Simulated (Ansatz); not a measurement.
# CH7PSSi: a ladder of functionals and wavefunction methods

An exercise on one series of results from a longer session: the logs are not shown, and one member is left open.

The runs use Ansatz 0.2.0, Gaussian basis; functionals in def2-TZVPP, the program's frozen cores in correlated methods.

Levels to be run: LDA (SPW92), PBE-D4, revPBE-D4, BLYP-D4, r2SCAN-D4, B97M-V, PBE0-D4, B3LYP-D4, r2SCANh-D4, r2SCAN0-D4, HSE06-D4, BHLYP-D4, CAM-B3LYP-D4, LC-ωPBE, ωB97X-V, ωB97M-V, B2PLYP, PBE-QIDH; CCSD(T)/def2-SVP; CCSD(T)/def2-TZVPP; MP2/def2-QZVPP; extrapolation to the limit; RPA on PBE.

### The relaxed structure

An earlier PBE0-D4 in a triple-zeta def2 set relaxation fixed the geometry.

SMILES `C[SiH2]SP`, 11 atoms, charge 0, spin multiplicity 1.

Atoms are counted from 1 here; the program's logs count them from 0.

Bond lengths: C1–Si2 1.864 Å, C1–H5 1.092 Å, C1–H6 1.092 Å, C1–H7 1.093 Å, Si2–S3 2.141 Å, Si2–H8 1.488 Å, Si2–H9 1.488 Å, S3–P4 2.118 Å, P4–H10 1.423 Å, P4–H11 1.423 Å. Angles: Si2–C1–H5 110.9°, Si2–C1–H6 110.9°, Si2–C1–H7 110.0°, H5–C1–H6 108.5°, H5–C1–H7 108.2°, H6–C1–H7 108.2°, C1–Si2–S3 108.9°, C1–Si2–H8 111.4°, C1–Si2–H9 111.4°, S3–Si2–H8 108.6°, S3–Si2–H9 108.6°, H8–Si2–H9 108.0°, Si2–S3–P4 99.9°, S3–P4–H10 99.1°, S3–P4–H11 99.1°, H10–P4–H11 92.9°.

Geometry (Å):

```xyz
11
charge 0, multiplicity 1
C    -0.9062    1.8194    0.1425
Si    0.1871    0.3104    0.0936
S    -0.9984   -1.3855   -0.4561
P     0.4851   -2.8960   -0.4178
H    -1.7067    1.6965    0.8750
H    -1.3570    2.0057   -0.8345
H    -0.3191    2.6983    0.4215
H     1.2822    0.4662   -0.9021
H     0.8058    0.0458    1.4209
H     1.5037   -2.2306   -1.1552
H     1.0890   -2.5872    0.8327
```

Set-up of the first run:

File in.yaml:

```yaml
crystal:
  periodic: [false, false, false]
  atoms:
    - {symbol: C, position_ang: [-0.906250, 1.819417, 0.142511]}
    - {symbol: Si, position_ang: [0.187084, 0.310430, 0.093558]}
    - {symbol: S, position_ang: [-0.998435, -1.385534, -0.456098]}
    - {symbol: P, position_ang: [0.485103, -2.896025, -0.417844]}
    - {symbol: H, position_ang: [-1.706706, 1.696547, 0.874983]}
    - {symbol: H, position_ang: [-1.357005, 2.005664, -0.834458]}
    - {symbol: H, position_ang: [-0.319062, 2.698317, 0.421547]}
    - {symbol: H, position_ang: [1.282154, 0.466193, -0.902088]}
    - {symbol: H, position_ang: [0.805796, 0.045817, 1.420907]}
    - {symbol: H, position_ang: [1.503692, -2.230633, -1.155248]}
    - {symbol: H, position_ang: [1.089031, -2.587192, 0.832729]}
basis:
  gaussian: {orbitals: def2-TZVPP}
hamiltonian: {xc: lda}
output: {orbitals: {seedname: orbitals}}
```

Started as:

```console
ansatz run in.yaml --threads 4 --pin off --events-out ev --progress --plain --max-ram 10444MiB
```

Steps of the session up to this table: LDA; PBE-D4 (GGA); revPBE-D4 (GGA); BLYP-D4 (GGA); r2SCAN-D4 (meta-GGA); B97M-V (meta-GGA); PBE0-D4 (hybrid); B3LYP-D4 (hybrid); r2SCANh-D4 (hybrid); r2SCAN0-D4 (hybrid); HSE06-D4 (hybrid); BHLYP-D4 (hybrid); CAM-B3LYP-D4 (range-separated); LC-ωPBE (range-separated); ωB97X-V (range-separated); ωB97M-V (range-separated); B2PLYP (double hybrid); PBE-QIDH (double hybrid).

One table of the session follows, with a row left open; its other results are not shown here.

It belongs to the step «Frontier levels by functional». 

| functional | HOMO (eV) | gap (eV) |
| --- | --- | --- |
| LDA (SPW92) | -6.25 | 4.64 |
| PBE-D4 | -6.16 | 4.77 |
| revPBE-D4 | -6.13 | 4.82 |
| BLYP-D4 | -5.99 | 4.75 |
| r2SCAN-D4 | -6.45 | 5.30 |
| B97M-V | -6.56 | 5.41 |
| PBE0-D4 | -7.36 | 6.88 |
| B3LYP-D4 | -7.11 | 6.43 |
| r2SCANh-D4 | -6.88 | 6.07 |
| r2SCAN0-D4 | -7.54 | 7.21 |
| HSE06-D4 | ? | ? |
| BHLYP-D4 | -8.41 | 8.93 |
| CAM-B3LYP-D4 | -8.65 | 9.26 |
| LC-ωPBE | -10.04 | 11.81 |
| ωB97X-V | -9.69 | 11.34 |
| ωB97M-V | -9.52 | 10.94 |

Q: Estimate the row for HSE06-D4 from the others.

The run gave: HOMO (eV): -6.96; gap (eV): 6.11. In the column «HOMO (eV)» it lies between B3LYP-D4 (-7.11) and r2SCANh-D4 (-6.88).
